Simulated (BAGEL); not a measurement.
**CH3BClFO (SMILES BC(O)(F)Cl) at HF/STO-3G (density fitting with qzvpp-jkfit)**

What is the energy change on altering one bond length of CH3BClFO at HF/STO-3G (density fitting with qzvpp-jkfit)? 

The calculation is run with BAGEL 1.2.2.

1 further run of the same task is left out (set aside as unsound or not needed). Runs told in other sessions of the task aren't counted.

### 1 The system as given

CH3BClFO has 8 atoms, charge 0, and is taken as a singlet. SMILES: `BC(O)(F)Cl`. Geometry: relaxed at PBE0-D4/def2-TZVP. This is one conformer, not always the lowest.

Bond lengths: B1–C2 1.545 Å, C2–O3 1.458 Å, C2–F4 1.346 Å, C2–Cl5 1.742 Å, B1–H6 1.192 Å, B1–H7 1.187 Å, O3–H8 0.968 Å. Angles: B1–C2–O3 74.1°, B1–C2–F4 121.2°, B1–C2–Cl5 125.0°, O3–C2–F4 108.7°, O3–C2–Cl5 110.1°, F4–C2–Cl5 109.4°, C2–B1–H6 116.5°, C2–B1–H7 119.5°, C2–O3–H8 107.1°, H6–B1–H7 123.9°.

### 2 The energy at HF/STO-3G (density fitting with qzvpp-jkfit)

Input file input.json:

```json
{ "bagel" : [

{
  "title" : "molecule",
  "basis" : "sto-3g",
  "df_basis" : "qzvpp-jkfit",
  "angstrom" : "true",
  "geometry" : [
    { "atom" : "B", "xyz" : [      -0.496700,       0.835900,       0.196700 ] },
    { "atom" : "C", "xyz" : [       0.656000,      -0.125700,      -0.169000 ] },
    { "atom" : "O", "xyz" : [      -0.573100,      -0.892300,      -0.337200 ] },
    { "atom" : "F", "xyz" : [       1.403700,      -0.711800,       0.783800 ] },
    { "atom" : "Cl", "xyz" : [       1.548100,      -0.091800,      -1.664700 ] },
    { "atom" : "H", "xyz" : [      -0.796500,       0.892200,       1.348900 ] },
    { "atom" : "H", "xyz" : [      -0.991600,       1.504400,      -0.650000 ] },
    { "atom" : "H", "xyz" : [      -0.657600,      -1.468100,       0.435900 ] }
  ]
},

{ "title" : "hf" },

{ "title" : "print", "file" : "orbitals.molden", "orbitals" : "true" }

]}
```

Launch:

```bash
$ BAGEL_NUM_THREADS=1 BAGEL input.json > input.out
```

Standard output:

```text
* using 1 threads per process

  ===============================================================
  ===============================================================

  *** Geometry ***

  { "atom" : "B", "xyz" : [     -0.938627,      1.579622,      0.371709 ] },
  { "atom" : "C", "xyz" : [      1.239660,     -0.237539,     -0.319364 ] },
  { "atom" : "O", "xyz" : [     -1.083002,     -1.686203,     -0.637216 ] },
  { "atom" : "F", "xyz" : [      2.652609,     -1.345107,      1.481167 ] },
  { "atom" : "Cl", "xyz" : [      2.925485,     -0.173477,     -3.145827 ] },
  { "atom" : "H", "xyz" : [     -1.505167,      1.686014,      2.549052 ] },
  { "atom" : "H", "xyz" : [     -1.873852,      2.842904,     -1.228322 ] },
  { "atom" : "H", "xyz" : [     -1.242684,     -2.774307,      0.823732 ] },

  Number of auxiliary basis functions:      486

  Since a DF basis is specified, we compute 2- and 3-index integrals:
    o Being stored without compression. Storage requirement is 0.004 GB

  Number of basis functions:       32
  Number of electrons      :       48

    * METHOD: MOLECULE                             0.19

  *** RHF ***

  === Nuclear Repulsion ===
   223.9387327252

      * DIIS with orbital gradients will be used.

  === RHF iteration (sto-3g) ===
      0       -689.80114865          0.02118491           0.03
      1       -689.93981768          0.00780260           0.03
      2       -689.95612113          0.00142914           0.03
      3       -689.95748605          0.00029267           0.03
      4       -689.95753678          0.00009818           0.03
      5       -689.95754374          0.00002563           0.03
      6       -689.95754422          0.00000730           0.03
      7       -689.95754426          0.00000178           0.03
      8       -689.95754426          0.00000049           0.03
      9       -689.95754426          0.00000015           0.03
     10       -689.95754426          0.00000004           0.03
     11       -689.95754426          0.00000001           0.03
     12       -689.95754426          0.00000000           0.03
    * SCF iteration converged.

    * Permanent dipole moment:
           (    0.436317,     0.524773,    -0.784299) a.u.

    * METHOD: HF                                   0.46

    * METHOD: PRINT                                0.00

  ===============================================================
```

Run time: 0.79 s. Hardware: 1 thread of Arm Neoverse V1, shared host.

### 3 The distorted shape, same level

Input file hf.json:

```json
{ "bagel": [

{
  "title": "molecule",
  "basis": "sto-3g",
  "df_basis": "qzvpp-jkfit",
  "angstrom": "true",
  "geometry": [
    { "atom": "B", "xyz": [   -0.842478,    1.124353,    0.306400 ] },
    { "atom": "C", "xyz": [    0.656000,   -0.125700,   -0.169000 ] },
    { "atom": "O", "xyz": [   -0.573100,   -0.892300,   -0.337200 ] },
    { "atom": "F", "xyz": [    1.403700,   -0.711800,    0.783800 ] },
    { "atom": "Cl", "xyz": [    1.548100,   -0.091800,   -1.664700 ] },
    { "atom": "H", "xyz": [   -1.142278,    1.180653,    1.458600 ] },
    { "atom": "H", "xyz": [   -1.337378,    1.792853,   -0.540300 ] },
    { "atom": "H", "xyz": [   -0.657600,   -1.468100,    0.435900 ] }
  ]
},
{
  "title": "hf"
},
{
  "title": "print",
  "file": "orbitals.molden",
  "orbitals": "true"
}

]}
```

Launch:

```bash
$ BAGEL_NUM_THREADS=1 BAGEL hf.json > hf.out
```

Standard output:

```text
* using 1 threads per process

  ===============================================================
  ===============================================================

  *** Geometry ***

  { "atom" : "B", "xyz" : [     -1.592053,      2.124719,      0.579012 ] },
  { "atom" : "C", "xyz" : [      1.239660,     -0.237539,     -0.319364 ] },
  { "atom" : "O", "xyz" : [     -1.083002,     -1.686203,     -0.637216 ] },
  { "atom" : "F", "xyz" : [      2.652609,     -1.345107,      1.481167 ] },
  { "atom" : "Cl", "xyz" : [      2.925485,     -0.173477,     -3.145827 ] },
  { "atom" : "H", "xyz" : [     -2.158593,      2.231111,      2.756355 ] },
  { "atom" : "H", "xyz" : [     -2.527278,      3.388001,     -1.021019 ] },
  { "atom" : "H", "xyz" : [     -1.242684,     -2.774307,      0.823732 ] },

  Number of auxiliary basis functions:      486

  Since a DF basis is specified, we compute 2- and 3-index integrals:
    o Being stored without compression. Storage requirement is 0.004 GB

  Number of basis functions:       32
  Number of electrons      :       48

    * METHOD: MOLECULE                             0.20

  *** RHF ***

  === Nuclear Repulsion ===
   214.6166615521

      * DIIS with orbital gradients will be used.

  === RHF iteration (sto-3g) ===
      0       -689.71804231          0.02102854           0.03
      1       -689.85244846          0.00796506           0.03
      2       -689.86999759          0.00168295           0.03
      3       -689.87189498          0.00033042           0.03
      4       -689.87198431          0.00012519           0.03
      5       -689.87199796          0.00003397           0.03
      6       -689.87199900          0.00001096           0.03
      7       -689.87199911          0.00000354           0.03
      8       -689.87199912          0.00000096           0.03
      9       -689.87199912          0.00000037           0.03
     10       -689.87199912          0.00000015           0.03
     11       -689.87199912          0.00000005           0.03
     12       -689.87199912          0.00000002           0.03
     13       -689.87199912          0.00000001           0.03
    * SCF iteration converged.

    * Permanent dipole moment:
           (    0.737624,     0.025204,    -0.938893) a.u.

    * METHOD: HF                                   0.49

    * METHOD: PRINT                                0.00

  ===============================================================
```

It took 0.85 s on 1 thread of Arm Neoverse V1, shared host.

### 4 Results

At HF/STO-3G (density fitting with qzvpp-jkfit):

| quantity | value |
| --- | --- |
| first shape: total energy | -689.95754 Eh |
| first shape: dipole moment | 2.64 D |
| first shape: HOMO energy | -9.94 eV |
| first shape: LUMO energy | 8.69 eV |
| first shape: HOMO–LUMO gap | 18.63 eV |
| distorted shape: total energy | -689.87200 Eh |
| distorted shape: dipole moment | 3.04 D |
| distorted shape: HOMO energy | -7.93 eV |
| distorted shape: LUMO energy | 6.35 eV |
| distorted shape: HOMO–LUMO gap | 14.28 eV |
| energy change with the B1–C2 bond stretched from 1.545 to 2.009 Å | 2.328 eV |

In words: With the B1–C2 bond stretched from 1.545 to 2.009 Å the energy rises by 2.33 eV (225 kJ/mol). The first shape isn't relaxed at this level, so the change isn't measured from a minimum. The minimal basis adds a large error of its own.
